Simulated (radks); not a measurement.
# B in [He] 2s2 3d1: an all-electron calculation

What are the levels of neutral boron, how large are its shells, and how does its energy divide?

Program: radks (a radial shooting solver on a logarithmic mesh, Libxc functionals) version 1. Level of theory: Dirac Kohn-Sham, PBE, spin-unpolarised, spherical densities, finite nucleus; open shells are shared between the two j in proportion to 2j + 1. These are calculated values, not measurements, unless marked.

## Step 1: The system

```
element            : boron (Z = 5)
charge             : 0
electrons          : 5
configuration      : [He] 2s2 3d1
nuclear rms radius : 2.406 fm
```

The outer shells:

B
```
[He] core
2s [↑↓]
3d [↑ ][  ][  ][  ][  ]
```

## Step 2: Self-consistent calculation

Input:

```text
Z 5
configuration [He] 2s2 3d1 2p0 3s0 4d0 4f0
relativity Dirac
functional pbe,pbe
spin unpolarised
j_filling average
nucleus finite rms 2.406 fm
c 137.035999084
```

Q: Predict the outcome of this run.

The runs gave:

| quantity | value |
| --- | --- |
| total energy | -24.36046 hartree |
| exchange-correlation share of it | 14.75 % |
| −T/E | 0.9972 |
| highest occupied level | 3d5/2, -0.709 eV |
| most extended occupied level | 3d5/2, <r> = 9.85 bohr |
| radius at density 0.001 e/bohr³ | 3.41 bohr |
| maxima of the radial density | 3 |

**Reading.** The radial density shows 3 maxima for 3 occupied principal shells. This is not the tabulated ground configuration, so its levels and sizes aren't those of the ground state, and no measured value stands beside it.
